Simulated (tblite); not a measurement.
# Al2H8Zn: the cost of one run

Computed with tblite 0.8.0 and PySCF 2.14.0; each step states its level. No surroundings beyond the atoms listed, unless a continuum is named. Atoms count from 0, parts from 1.

## Step 1: The system as given

11 atoms, charge 0, multiplicity 1; geometry: rigid parts in contact. Parts: 1 = atom 0, `[Zn+2]`, charge 2; 2 = atoms 1–5, `[AlH4-]`, charge -1; 3 = atoms 6–10, `[AlH4-]`, charge -1.

## Step 2: Docking the parts with GFN2-xTB

What the job is given:

```
{"job": {"kind": "dock", "xc": "GFN2-xTB", "basis": "xTB"}, "charge": 0, "multiplicity": 1, "parts": [{"atoms": "0-0", "charge": 2, "multiplicity": 1}, {"atoms": "1-5", "charge": -1, "multiplicity": 1}, {"atoms": "6-10", "charge": -1, "multiplicity": 1}]}
Zn    -0.298276     0.866743     0.327674
Al     1.413279     2.554577    -0.890068
H      1.083917     1.167698    -1.601261
H      2.885576     2.858411    -0.487866
H      0.430566     3.757092    -1.087173
H      0.660718     1.216758     1.413470
Al    -2.278766    -0.875760    -0.112026
H     -1.602365     1.138278    -0.439194
H     -3.163251    -0.655587     1.172899
H     -3.016504    -1.391787    -1.385486
H     -0.703812    -1.236770     0.177307
```

With the program's defaults for keys left out, this is: GFN2-xTB search for minima from random contacts, gas phase.

Run with:

```sh
> OMP_NUM_THREADS=1 python cluster_run.py task.json out
```

The driver reads the jobs from task.json and runs them one after another.

Q: Estimate the wall time of this first job on 1 thread of Intel Xeon Platinum 8259CL at 2.50GHz, shared host.

About 11 s.
